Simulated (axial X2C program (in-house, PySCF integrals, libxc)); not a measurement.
# Linear TiOH⁺ at several levels

One table from this session's results is given with a row withheld; the runs are named, their logs left out.

Program: an in-house X2C program for linear molecules on PySCF integrals. Level of theory: all-electron X2C, two-component (2c) or spin-free, Ti dyall-v3z, O dyall-av3z, H dyall-v3z. These are calculated values, not measurements.

All values are calculated.

2 further runs of the same task are left out: 2 set aside as unsound or not needed.

The first run:

task.json

```json
{"zs": [22, 8, 1], "q": 1, "bas": ["dyall-v3z", "dyall-av3z", "dyall-v3z"], "r0": [1.99, 0.96], "symm": 0, "scan": ["PBE0", "HF", "BHandHLYP"], "levels": ["PBE0", "HF", "r2SCAN"], "nst": 2}
```

Keys: zs atomic numbers; q charge; bas basis sets; r0 starting distance in Å; symm equal bonds; scan levels of the two-bond scan (MP2 follows by itself at each HF point); levels methods; nst determinants followed.

On the command line:

```sh
$ python solin.py task.json out
```

Masses Ti 47.948, O 15.995, H 1.008 u.

Among the steps run: Scan at PBE0, 2c; Scan at HF, 2c; Scan at BHandHLYP, 2c.

One of the session's tables, all rows but one given; the rest of the session is left out.

```
               level  r(Ti–O) (Å)  r(O–H) (Å)  lower stretch (cm⁻¹)  upper stretch (cm⁻¹)
            PBE0, 2c        1.719       0.963                 832.0                3839.7
              HF, 2c        1.796       0.938                 733.9                4134.4
       BHandHLYP, 2c        1.744       0.952                 791.8                3954.0
             MP2, 2c            ?           ?                     ?                     ?
     PBE0, spin-free        1.719       0.963                 832.3                3839.4
       HF, spin-free        1.796       0.938                 733.9                4134.3
BHandHLYP, spin-free        1.744       0.952                 792.0                3953.7
      MP2, spin-free        1.708       0.967                 767.2                3798.4
```

Estimate the missing values for MP2, 2c.

The run gave: r(Ti–O) (Å): 1.708; r(O–H) (Å): 0.967; lower stretch (cm⁻¹): 766.1; upper stretch (cm⁻¹): 3799.0.

Scans not shown above were run alike.

Limits of these values: The molecule was held linear; bending was not examined, so a bent shape may lie lower. Note: functional without a current term on a determinant with orbital currents, of the molecule or an atom.
